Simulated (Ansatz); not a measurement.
# CH₅AlSSi: a ladder of functionals and wavefunction methods

The task here is to estimate one member of a computed series from the others.

Method: functionals in def2-TZVPP, the program's frozen cores in correlated methods; program: Ansatz 0.2.0, Gaussian basis.

The runs, in order: LDA (SPW92), PBE-D4, revPBE-D4, BLYP-D4, r2SCAN-D4, B97M-V, PBE0-D4, B3LYP-D4, r2SCANh-D4, r2SCAN0-D4, HSE06-D4, BHLYP-D4, CAM-B3LYP-D4, LC-ωPBE, ωB97X-V, ωB97M-V, B2PLYP, PBE-QIDH; CCSD(T)/def2-SVP; CCSD(T)/def2-TZVPP; MP2/def2-QZVPP; extrapolation to the limit; RPA on PBE.

**The geometry**

The geometry comes from an earlier relaxation with PBE0-D4 in a triple-zeta def2 set; it is a stationary point, not always the lowest conformer.

9 atoms, charge 0, spin multiplicity 1.

Atoms are counted from 1 here; the program's logs count them from 0.

Bond lengths: Al1–C2 1.961 Å, Al1–S4 2.430 Å, Al1–H5 1.583 Å, Al1–H6 1.586 Å, C2–Si3 1.817 Å, C2–H7 1.086 Å, Si3–S4 2.131 Å, Si3–H8 1.478 Å, Si3–H9 1.476 Å. Angles: C2–Al1–S4 51.9°, C2–Al1–H5 118.7°, C2–Al1–H6 115.8°, S4–Al1–H5 109.7°, S4–Al1–H6 110.7°, H5–Al1–H6 124.7°, Al1–C2–Si3 109.0°, Al1–C2–H7 129.4°, Si3–C2–H7 120.4°, C2–Si3–S4 59.1°, C2–Si3–H8 120.8°, C2–Si3–H9 120.2°, S4–Si3–H8 113.4°, S4–Si3–H9 117.4°, H8–Si3–H9 114.1° and more.

The first run:

Input file in.yaml:

```yaml
crystal:
  periodic: [false, false, false]
  atoms:
    - {symbol: Al, position_ang: [-0.448819, 1.390114, -0.694694]}
    - {symbol: C, position_ang: [0.837546, -0.045390, -0.335842]}
    - {symbol: Si, position_ang: [0.186388, -1.105723, 0.988015]}
    - {symbol: S, position_ang: [-0.779128, -1.007963, -0.908792]}
    - {symbol: H, position_ang: [-0.459589, 2.059576, -2.129325]}
    - {symbol: H, position_ang: [-1.224817, 1.952121, 0.569281]}
    - {symbol: H, position_ang: [1.701974, -0.356553, -0.915227]}
    - {symbol: H, position_ang: [0.793061, -2.424016, 1.270006]}
    - {symbol: H, position_ang: [-0.518114, -0.508367, 2.139577]}
basis:
  gaussian: {orbitals: def2-TZVPP}
hamiltonian: {xc: lda}
output: {orbitals: {seedname: orbitals}}
```

Among the steps run: LDA; PBE-D4 (GGA); revPBE-D4 (GGA); BLYP-D4 (GGA); r2SCAN-D4 (meta-GGA); B97M-V (meta-GGA); PBE0-D4 (hybrid); B3LYP-D4 (hybrid); r2SCANh-D4 (hybrid); r2SCAN0-D4 (hybrid); HSE06-D4 (hybrid); BHLYP-D4 (hybrid); CAM-B3LYP-D4 (range-separated); LC-ωPBE (range-separated); ωB97X-V (range-separated); ωB97M-V (range-separated); B2PLYP (double hybrid); PBE-QIDH (double hybrid).

One of the session's tables, all rows but one given; the rest of the session is left out.

It belongs to the step «Orbital energies across the functionals». 

```
  functional  HOMO (eV)  gap (eV)
 LDA (SPW92)      -6.50      4.54
      PBE-D4      -6.38      4.63
   revPBE-D4          ?         ?
     BLYP-D4      -6.20      4.57
   r2SCAN-D4      -6.62      5.17
      B97M-V      -6.74      5.17
     PBE0-D4      -7.53      6.60
    B3LYP-D4      -7.28      6.15
  r2SCANh-D4      -7.05      5.89
  r2SCAN0-D4      -7.69      6.94
    HSE06-D4      -7.13      5.84
    BHLYP-D4      -8.53      8.45
CAM-B3LYP-D4      -8.80      8.85
     LC-ωPBE     -10.16     11.34
     ωB97X-V      -9.82     10.86
     ωB97M-V      -9.66     10.42
```

Q: Estimate the row for revPBE-D4 from the others.

**Answer.** HOMO (eV): -6.33; gap (eV): 4.67. In the column «HOMO (eV)» it lies between PBE-D4 (-6.38) and BLYP-D4 (-6.20).
